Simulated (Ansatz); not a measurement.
**AsF₂ (quartet): the correlation ladder, cc-pVDZ**

The task here is to estimate one member of a computed series from the others.

The runs use Ansatz 0.2.0, Gaussian basis; cc-pVDZ, core rule «outside noble gas», up to 16 orbitals frozen.

Plan: UHF; CCSD(T) on ROHF; CCSD(T) on UHF; BCCD(T) on ROHF; CISD as a restricted active space (open shells left free, so some higher excitations enter); CCSDT(Q) on ROHF; CCSDT(Q) on UHF; CASSCF and MRCISD+Q, 15 electrons in 10 orbitals; CASSCF and NEVPT4(SD), 15 electrons in 10 orbitals; CASSCF and NEVPT2, 15 electrons in 10 orbitals.

27 further runs of the same task are left out: 2 for a known fault of the program, 13 that didn't finish, 12 set aside as unsound or not needed. Runs told in other sessions of the task aren't counted.

## The geometry

The geometry is a PBE0/def2-TZVP stationary point (not a proven minimum). No spin-orbit coupling is included. The filled d shell of As may be among the frozen orbitals whatever the setting's name suggests.

3 atoms, charge 0, spin multiplicity 4.

Atoms are counted from 1 here; the program's logs count them from 0.

Bond lengths: As1–F2 1.800 Å, As1–F3 1.800 Å. Angles: F2–As1–F3 180.0°.

Set-up of the first run:

in.yaml

```yaml
crystal:
  periodic: [false, false, false]
  atoms:
    - {symbol: As, position_ang: [0.000000, 0.000000, 0.000000]}
    - {symbol: F, position_ang: [0.000000, 0.000000, -1.800000]}
    - {symbol: F, position_ang: [0.000000, 0.000000, 1.800000]}
basis:
  gaussian: {orbitals: cc-pVDZ}
magnetization: {spin_polarized: true, initial_magnetization: 3}
hamiltonian: {xc: hf}
output: {orbitals: {seedname: orbitals}}
```

Run with:

```console
$ ansatz run in.yaml --threads 1 --pin off --events-out ev --progress --plain --max-ram 2393MiB
```

Steps of the session up to this table: UHF; CCSD(T) on ROHF; CCSD(T) on UHF; BCCD(T) on ROHF; CISD as a restricted active space (open shells left free, so some higher excitations enter); CCSDT(Q) on ROHF; CCSDT(Q) on UHF; CASSCF and MRCISD+Q, 15 electrons in 10 orbitals; CASSCF and NEVPT4(SD), 15 electrons in 10 orbitals; CASSCF and NEVPT2, 15 electrons in 10 orbitals.

One of the session's tables, all rows but one given; the rest of the session is left out.

It belongs to the step «Misses and costs». 

| method | from UCCSDT(Q) (meV) |
| --- | --- |
| ROHF | +13006.1 |
| UHF | +12646.3 |
| RMP2 | +548.9 |
| UMP2 | +707.4 |
| RCCSD | +341.5 |
| UCCSD | +310.2 |
| RCCSD(T) | +76.5 |
| UCCSD(T) | +67.3 |
| BCCD(T) | +74.1 |
| RCCSDT | ? |
| UCCSDT | +38.1 |
| RCCSDT(Q) | +18.4 |
| UCCSDT(Q) | 0 |
| CASSCF valence | +11858.1 |
| NEVPT2 valence | +1107.9 |
| NEVPT4(SD) valence | +155.9 |
| MRCISD valence | +1132.8 |
| MRCISD+Q valence | +205.4 |

Estimate the missing values for RCCSDT.

As computed: from UCCSDT(Q) (meV): +52.6. In the column «from UCCSDT(Q) (meV)» it lies between UCCSDT (+38.1) and UCCSD(T) (+67.3).

Not comparable, so not listed: CISD as a restricted active space (open shells left free, so some higher excitations enter) (they don't share determinant, frozen orbitals or solution with the rows shown, or repeat one).

Caveats from the session: Restricted and unrestricted rows rest on different reference determinants; a gap between their highest levels can come from leftover correlation error, from unlike frozen cores or from another state.
